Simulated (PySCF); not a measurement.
**SeF⁺ (triplet): changing the method**

Starting from one script, swap the method and compare what comes out for SeF⁺ (triplet).

The runs use PySCF 2.14.0; each script names its method and basis.

3 further runs of the same task are left out: 3 that didn't finish.

### 1 Where the work starts

SeF⁺ (triplet): 2 atoms, charge 1, spin multiplicity 3.

No contacts short enough for the rule that draws bonds.

### 2 The run that the others are compared with

Input file input.py:

```python
from pyscf import gto, scf, mp

mol = gto.M(
    atom='Se 0 0 0; F 0 0 2.104',
    basis='pcseg-1',
    charge=1,
    spin=2,
    symmetry=True,
    verbose=4,
)
mf = scf.UHF(mol)
mf = mf.density_fit(auxbasis='def2-universal-jkfit')
mf.kernel()
mp.MP2(mf, frozen=10).kernel()
mf.dip_moment()
print('orbital energies (hartree):', [e[max(0, n-3):n+3].round(4) for e, n in zip(mf.mo_energy, mol.nelec)])
```

Run with:

```
python input.py
```

### 3 Olyp (UKS)

Variant 1 changes functional: none (Hartree–Fock) → olyp; SCF type: UHF → UKS; step after the SCF: mp2 → analyze.

Input file input.py:

```python
from pyscf import gto, dft

mol = gto.M(
    atom='Se 0 0 0; F 0 0 2.104',
    basis='pcseg-1',
    charge=1,
    spin=2,
    symmetry=True,
    verbose=4,
)
mf = dft.UKS(mol, xc='olyp')
mf = mf.density_fit(auxbasis='def2-universal-jkfit')
mf.kernel()
mf.analyze()
print('orbital energies (hartree):', [e[max(0, n-3):n+3].round(4) for e, n in zip(mf.mo_energy, mol.nelec)])
```

### 4 B3lyp (UKS)

Variant 2 changes functional: none (Hartree–Fock) → b3lyp; SCF type: UHF → UKS; step after the SCF: mp2 → analyze.

Input file input.py:

```python
from pyscf import gto, dft

mol = gto.M(
    atom='Se 0 0 0; F 0 0 2.104',
    basis='pcseg-1',
    charge=1,
    spin=2,
    symmetry=True,
    verbose=4,
)
mf = dft.UKS(mol, xc='b3lyp')
mf = mf.density_fit(auxbasis='def2-universal-jkfit')
mf.kernel()
mf.analyze()
print('orbital energies (hartree):', [e[max(0, n-3):n+3].round(4) for e, n in zip(mf.mo_energy, mol.nelec)])
```

### 5 SCF alone

Variant 3 changes step after the SCF: mp2 → none.

input.py, as its differences from that of step 2:

```diff
@@ -1,2 +1,2 @@
-from pyscf import gto, scf, mp
+from pyscf import gto, scf
 
@@ -13,3 +13,2 @@
 mf.kernel()
-mp.MP2(mf, frozen=10).kernel()
 mf.dip_moment()
```

### 6 Gradient

Variant 4 changes step after the SCF: mp2 → gradient.

input.py, as its differences from that of step 2:

```diff
@@ -1,2 +1,2 @@
-from pyscf import gto, scf, mp
+from pyscf import gto, scf
 
@@ -13,3 +13,3 @@
 mf.kernel()
-mp.MP2(mf, frozen=10).kernel()
+mf.nuc_grad_method().kernel()
 mf.dip_moment()
```

### 7 Pbesol (UKS)

Variant 5 changes functional: none (Hartree–Fock) → pbesol; SCF type: UHF → UKS; step after the SCF: mp2 → analyze.

Input file input.py:

```python
from pyscf import gto, dft

mol = gto.M(
    atom='Se 0 0 0; F 0 0 2.104',
    basis='pcseg-1',
    charge=1,
    spin=2,
    symmetry=True,
    verbose=4,
)
mf = dft.UKS(mol, xc='pbesol')
mf = mf.density_fit(auxbasis='def2-universal-jkfit')
mf.kernel()
mf.analyze()
print('orbital energies (hartree):', [e[max(0, n-3):n+3].round(4) for e, n in zip(mf.mo_energy, mol.nelec)])
```

### 8 Pw6b95 (UKS)

Variant 6 changes functional: none (Hartree–Fock) → pw6b95; SCF type: UHF → UKS; step after the SCF: mp2 → analyze.

Input file input.py:

```python
from pyscf import gto, dft

mol = gto.M(
    atom='Se 0 0 0; F 0 0 2.104',
    basis='pcseg-1',
    charge=1,
    spin=2,
    symmetry=True,
    verbose=4,
)
mf = dft.UKS(mol, xc='pw6b95')
mf = mf.density_fit(auxbasis='def2-universal-jkfit')
mf.kernel()
mf.analyze()
print('orbital energies (hartree):', [e[max(0, n-3):n+3].round(4) for e, n in zip(mf.mo_energy, mol.nelec)])
```

Before running it: what results should come out? Wanted: for each run, E(SCF); from base; gap, α spin; after the SCF.

As calculated:

| run | E(SCF) (hartree) | from base (eV) | cycles | gap, α spin (eV) | after the SCF |
| --- | --- | --- | --- | --- | --- |
| base | -2498.487375 | 0 | 14 | 12.88 | MP2 correlation -7.850 eV, core frozen |
| olyp (UKS) | -2501.315671 | not comparable | 12 | 2.17 | n/a |
| b3lyp (UKS) | -2500.665360 | not comparable | 13 | 4.30 | n/a |
| SCF alone | -2498.487375 | 0.0000 | 14 | 12.88 | n/a |
| gradient | -2498.487375 | 0.0000 | 14 | 12.88 | n/a |
| pbesol (UKS) | -2498.295318 | not comparable | 12 | 2.06 | n/a |
| pw6b95 (UKS) | -2501.807086 | not comparable | 14 | 5.15 | n/a |

In words: The α-spin gap between the frontier levels is 2.1 eV with pbesol (0 % exact exchange) and 5.2 eV with pw6b95 (28 %): exact exchange opens it. A lower total energy from another functional means nothing by itself. The dearest run is “pw6b95 (UKS)”, at 5.2 s against 1.3 s.
